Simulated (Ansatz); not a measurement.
## C2H3Ge, SMILES C#[C][GeH2]: vertical and adiabatic energies of changing the electron count, step by step

With Ansatz 0.2.0, Python API.

The cells in order, each with its output:

```python
import warnings

import ansatz as az
import numpy as np
```

```python
GEOMETRY = """
C    -0.59970   -1.68760   -0.12720
C    -0.06860   -0.59930   -0.00680
Ge    0.81850    1.04940    0.18920
H    -1.08620   -2.55070   -0.25950
H     0.81680    1.82400   -1.15160
H     0.16140    1.90020    1.30960
"""
```

```python
warnings.simplefilter("ignore", az.DeckWarning)
```

```python
system = az.Crystal.molecule()
for line in GEOMETRY.strip().splitlines():
    symbol, *xyz = line.split()
    system = system.atom(symbol, [float(v) for v in xyz])
```

```python
job = system.calculation().basis(gaussian="def2-SVP").functional("cam_b3lyp").spin("collinear", total=1)
symbols = [site.symbol for site in system.cartesian_sites]
start = np.array([site.position_ang for site in system.cartesian_sites], dtype=float)
data = job.relax(force_tolerance=0.01).run(threads=1).report
end = np.array(data["positions_ang"])
```

```python
minimum = az.Crystal.molecule()
for symbol, place in zip(symbols, end):
    minimum = minimum.atom(symbol, place.tolist())
ion = minimum.calculation().basis(gaussian="def2-SVP").functional("cam_b3lyp").charge(1)
vertical = ion.run(threads=1).report
settled = ion.relax(force_tolerance=0.01, max_steps=80).run(threads=1).report
print(f"vertical ionisation energy   {vertical['free_energy_ev'] - data['free_energy_ev']:.3f} eV")
print(f"adiabatic, no zero point     {settled['free_energy_ev'] - data['free_energy_ev']:.3f} eV")
print(f"relaxation energy of the ion {vertical['free_energy_ev'] - settled['free_energy_ev']:.3f} eV")
ionised = np.array(settled["positions_ang"])
print("final positions (A) and the move of each atom")
for symbol, xyz, old in zip(symbols, ionised, end):
    print(f"{symbol:2s} {xyz[0]:10.5f} {xyz[1]:10.5f} {xyz[2]:10.5f}   {np.linalg.norm(xyz - old):7.4f}")
```

    vertical ionisation energy   8.442 eV
    adiabatic, no zero point     7.624 eV
    relaxation energy of the ion 0.819 eV
    final positions (A) and the move of each atom
    C    -0.61286   -1.67810   -0.13684    0.0145
    C    -0.18945   -0.54127   -0.04860    0.0875
    Ge    0.44231    1.15940    0.08297    0.3959
    H    -0.99011   -2.69022   -0.21547    0.1054
    H     1.04340    1.81346   -1.14852    0.1992
    H     0.34892    1.87273    1.42016    0.1991

The energies are electronic: no zero-point or thermal terms, and the basis set is short of its limit. The product may relax into another structure. Each relaxation finds its nearest minimum, which needn't be the lowest. The run takes the species as open-shell (spin multiplicity 2), which needn't be its ground state. Only the spin states typed were run; another state of an ion can lie lower, by up to an eV or two. Hardware and time: 51 s on 1 thread of Arm Neoverse V1, with other jobs on the host, peak memory 0.29 GiB.
